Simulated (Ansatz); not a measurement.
# CH₅FSSi₂: up Jacob's ladder to CCSD(T)

An exercise on one series of results from a longer session: the logs are not shown, and one member is left open.

Program: Ansatz 0.2.0, Gaussian basis. Level of theory: functionals in def2-TZVPP, the program's frozen cores in correlated methods. These are calculated values, not measurements.

The runs, in order: PBE-D4, r2SCAN-D4, PBE0-D4, B3LYP-D4, ωB97X-V, ωB97M-V, B2PLYP; CCSD(T)/def2-TZVPP; MP2/def2-QZVPP; extrapolation to the limit.

## Structure used throughout

All runs share one geometry, relaxed beforehand with PBE0-D4 in a triple-zeta def2 set.

SMILES `F[SiH]1[SiH2]CS1`, 10 atoms, charge 0, spin multiplicity 1.

Atoms are counted from 1 here; the program's logs count them from 0.

Bond lengths: F1–Si2 1.604 Å, Si2–Si3 2.320 Å, Si2–S5 2.135 Å, Si2–H6 1.482 Å, Si3–C4 1.902 Å, Si3–H7 1.487 Å, Si3–H8 1.489 Å, C4–S5 1.842 Å, C4–H9 1.090 Å, C4–H10 1.091 Å. Angles: F1–Si2–Si3 116.5°, F1–Si2–S5 114.4°, F1–Si2–H6 105.0°, Si3–Si2–S5 80.4°, Si3–Si2–H6 126.1°, S5–Si2–H6 112.9°, Si2–Si3–C4 83.7°, Si2–Si3–H7 112.0°, Si2–Si3–H8 123.5°, C4–Si3–H7 110.2°, C4–Si3–H8 116.1°, H7–Si3–H8 109.0°, Si3–C4–S5 100.5°, Si3–C4–H9 113.9°, Si3–C4–H10 114.5°, S5–C4–H9 109.8°, S5–C4–H10 108.9°, H9–C4–H10 108.9° and more.

The first run:

Contents of in.yaml:

```yaml
crystal:
  periodic: [false, false, false]
  atoms:
    - {symbol: F, position_ang: [-2.683591, 0.214616, 0.198297]}
    - {symbol: Si, position_ang: [-1.230362, 0.599466, 0.756669]}
    - {symbol: Si, position_ang: [0.457874, -0.953092, 0.409636]}
    - {symbol: C, position_ang: [0.877566, 0.149265, -1.082099]}
    - {symbol: S, position_ang: [-0.017846, 1.691092, -0.621180]}
    - {symbol: H, position_ang: [-1.487895, 1.342091, 2.013386]}
    - {symbol: H, position_ang: [1.525729, -0.853106, 1.440223]}
    - {symbol: H, position_ang: [0.204846, -2.389562, 0.111109]}
    - {symbol: H, position_ang: [0.498033, -0.228345, -2.031839]}
    - {symbol: H, position_ang: [1.938744, 0.376476, -1.191204]}
basis:
  gaussian: {orbitals: def2-TZVPP}
hamiltonian: {xc: pbe, dispersion: d4}
output: {forces: true, orbitals: {seedname: orbitals}}
```

Run with:

```bash
$ ansatz run in.yaml --threads 4 --pin off --events-out ev --progress --plain --max-ram 10444MiB
```

Among the steps run: PBE-D4 (GGA); r2SCAN-D4 (meta-GGA); PBE0-D4 (hybrid); B3LYP-D4 (hybrid); ωB97X-V (range-separated); ωB97M-V (range-separated); B2PLYP (double hybrid); CCSD(T) in def2-TZVPP; MP2 in def2-QZVPP.

One table of the session follows, with a row left open; its other results are not shown here.

```
            method  atomisation energy (kJ/mol)
            PBE-D4                       3543.1
         r2SCAN-D4                       3517.5
           PBE0-D4                       3498.2
          B3LYP-D4                       3481.7
           ωB97X-V                       3533.8
           ωB97M-V                       3516.3
            B2PLYP                       3444.5
     HF/def2-TZVPP                       2574.3
    MP2/def2-TZVPP                       3458.6
   CCSD/def2-TZVPP                       3346.7
CCSD(T)/def2-TZVPP                       3402.0
           MP2/CBS                            ?
       CCSD(T)/CBS                       3510.8
```

Q: Estimate the row for MP2/CBS from the others.

As computed: atomisation energy (kJ/mol): 3567.4. In the column «atomisation energy (kJ/mol)» it is the highest.

Limits of these values: Free atoms (1 F, 2 Si, 1 C, 1 S, 5 H) were run apart at each level; the atomisation energy is their sum less the molecule, without zero-point or spin-orbit terms.
